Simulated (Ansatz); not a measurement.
# C2H5OSb, SMILES [CH3][Sb]1[CH2][O]1: a rigid torsion scan

Program: Ansatz's Python interface.

Script `torsion.py`:
```python
"""Rigid torsion scan of C2H5OSb."""

import warnings

import ansatz as az
from ase import Atoms

warnings.simplefilter("ignore", az.DeckWarning)

atoms = Atoms(["C", "Sb", "C", "O", "H", "H", "H", "H", "H"], positions=[
    (-0.5626, 1.1444, -0.6843),
    (1.1673, 0.7088, 0.4357),
    (0.4528, -1.2539, 0.8539),
    (1.2607, -1.2172, -0.317),
    (-0.5655, 0.6824, -1.7032),
    (-0.6708, 2.3034, -0.8419),
    (-1.4827, 0.8448, -0.1414),
    (-0.5504, -1.4554, 0.691),
    (1.0398, -1.8036, 1.69),
])

# relax first, so that the scan starts from a minimum
first = az.Crystal.molecule_from_ase(atoms).calculation()
first = first.basis(gaussian="def2-SVP").functional("pbe0")
first = first.relax(force_tolerance=0.02, max_steps=80)
atoms.positions = first.run(threads=1, pin="off").report["positions_ang"]

start = atoms.get_dihedral(2, 1, 0, 4)
energies = {}
for turn in range(0, 121, 20):
    turned = atoms.copy()
    turned.set_dihedral(2, 1, 0, 4, start + turn, indices=[0, 4, 5, 6])
    base = (
        az.Crystal.molecule_from_ase(turned).calculation()
        .basis(gaussian="def2-SVP")
        .correlation("MP2")
    )
    energies[round((start + turn) % 360)] = base.run(threads=1, pin="off").report["free_energy_ev"]
floor = min(energies.values())
print("dihedral C2-Sb1-C0-H4 (deg)   E - E(min) (kcal/mol)")
for angle, e in sorted(energies.items()):
    print(f"{angle:8d} {23.060548 * (e - floor):14.3f}  " + "#" * int(30 * (e - floor) / max(max(energies.values()) - floor, 1e-9)))
```

```console
$ python torsion.py
dihedral C2-Sb1-C0-H4 (deg)   E - E(min) (kcal/mol)
       1          0.497  ##################
      21          0.764  ############################
      41          0.809  ##############################
      61          0.624  #######################
      81          0.410  ###############
     321          0.000
     341          0.145  #####
```

The scan is rigid and the energies are electronic, in a modest basis. With rigid groups the curve can differ much from the relaxed path, the start wasn't checked as a minimum of this torsion, and equivalent turns needn't return to the same energy. def2 sets replace the cores of elements past krypton by effective core potentials. The start is relaxed with a density functional and scanned with the wavefunction method, so it isn't exactly that method's minimum. Timing: 85 s on 1 thread of Arm Neoverse V1, on a shared host, peak memory 0.28 GiB.
